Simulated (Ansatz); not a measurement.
# Si5P3: the cost of one run

Program: Ansatz 0.2.0. Level of theory: DFT PBE, scalar-relativistic, plane waves, PAW. These are calculated values, not measurements.

## 1. Starting point

The cell holds 16 atoms (P6Si10): a = 6.216 Å, b = 6.143 Å, c = 6.064 Å, α = 89.46°, β = 90.21°, γ = 89.37°.

10 Si, 6 P were thrown into a skewed cell at random, at 1.00 times a reference volume of the solid, and pushed apart as soft spheres.

As a file:

```cif
data_structure
_symmetry_space_group_name_H-M 'P 1'
_symmetry_Int_Tables_number 1
_cell_length_a 6.2158
_cell_length_b 6.1433
_cell_length_c 6.0641
_cell_angle_alpha 89.459
_cell_angle_beta 90.207
_cell_angle_gamma 89.369
_cell_volume 231.54
loop_
_atom_site_label
_atom_site_type_symbol
_atom_site_fract_x
_atom_site_fract_y
_atom_site_fract_z
_atom_site_occupancy
Si1 Si 0.92413 0.92255 0.64037 1
Si2 Si 0.24855 0.55955 0.51176 1
Si3 Si 0.32500 0.80048 0.85260 1
Si4 Si 0.53693 0.44871 0.72236 1
Si5 Si 0.93099 0.50975 0.67111 1
Si6 Si 0.16096 0.23883 0.78170 1
Si7 Si 0.64901 0.56335 0.36067 1
Si8 Si 0.31703 0.34358 0.19784 1
Si9 Si 0.13164 0.97697 0.22711 1
Si10 Si 0.70088 0.20277 0.47692 1
P1 P 0.69783 0.89644 0.23775 1
P2 P 0.81009 0.15493 0.88598 1
P3 P 0.98486 0.71721 0.03417 1
P4 P 0.38627 0.95563 0.52041 1
P5 P 0.67638 0.77018 0.84236 1
P6 P 0.46599 0.12755 0.93372 1
```

## 2. Stage at 2000 K

The cutoff is lowered while the worst contacts of the packing are taken out. One k point, a Fermi-Dirac width of 0.172 eV and a fixed cell.

Input file input.yaml:

```yaml
crystal:
  lattice:
    - [6.215738, 0.034042, -0.011149]
    - [0.034042, 6.143113, 0.028826]
    - [-0.011149, 0.028826, 6.064034]
  atoms:
    - { symbol: Si, position: [0.9241276244, 0.9225458192, 0.6403663542] }
    - { symbol: Si, position: [0.2485465353, 0.5595536656, 0.5117632192] }
    - { symbol: Si, position: [0.3249956628, 0.8004795313, 0.8525971899] }
    - { symbol: Si, position: [0.5369266848, 0.4487100068, 0.7223574194] }
    - { symbol: Si, position: [0.9309914847, 0.509751375, 0.6711064524] }
    - { symbol: Si, position: [0.1609611718, 0.2388304449, 0.7816964938] }
    - { symbol: Si, position: [0.6490133582, 0.5633458835, 0.3606739478] }
    - { symbol: Si, position: [0.3170320551, 0.3435816226, 0.197835069] }
    - { symbol: Si, position: [0.131644373, 0.9769743041, 0.2271088319] }
    - { symbol: Si, position: [0.7008790501, 0.202771008, 0.4769236379] }
    - { symbol: P, position: [0.6978275929, 0.8964351671, 0.2377490221] }
    - { symbol: P, position: [0.8100873312, 0.1549268119, 0.8859835139] }
    - { symbol: P, position: [0.9848565499, 0.7172140931, 0.0341723405] }
    - { symbol: P, position: [0.3862722605, 0.9556276545, 0.5204079933] }
    - { symbol: P, position: [0.6763751068, 0.7701846051, 0.8423584103] }
    - { symbol: P, position: [0.4659938279, 0.1275497661, 0.9337163311] }
  symmetry: { detect: false }
basis:
  ecutwfc: 320
kpoints:
  mp_grid: { grid: [1, 1, 1], shift: [0.25, 0.25, 0.25] }
hamiltonian:
  xc: pbe
scf:
  occupations: { method: fermi_dirac, width: 0.1723 }
  lower_state_search: "off"
  convergence: { dr2_threshold: 1.0e-06 }
output:
  forces: true
  stress: true
md:
  timestep: 3.0
  n_steps: 24
  ensemble: nvt_langevin
  friction: 0.03
  temperature: 2000.0
  initial_velocities: maxwell_boltzmann
  seed: 53341
```

On the command line:

```bash
$ ansatz run input.yaml --threads 2 --pin off --max-ram 5120MiB --backend cpu --events-out ev --progress --plain --runs-dir out
```

**Question.** How long does this run take on 2 threads of Intel Xeon 6975P-C (Granite Rapids), shared host, and how much memory does it need?

About 15 s, with a peak of 0.4 GiB.
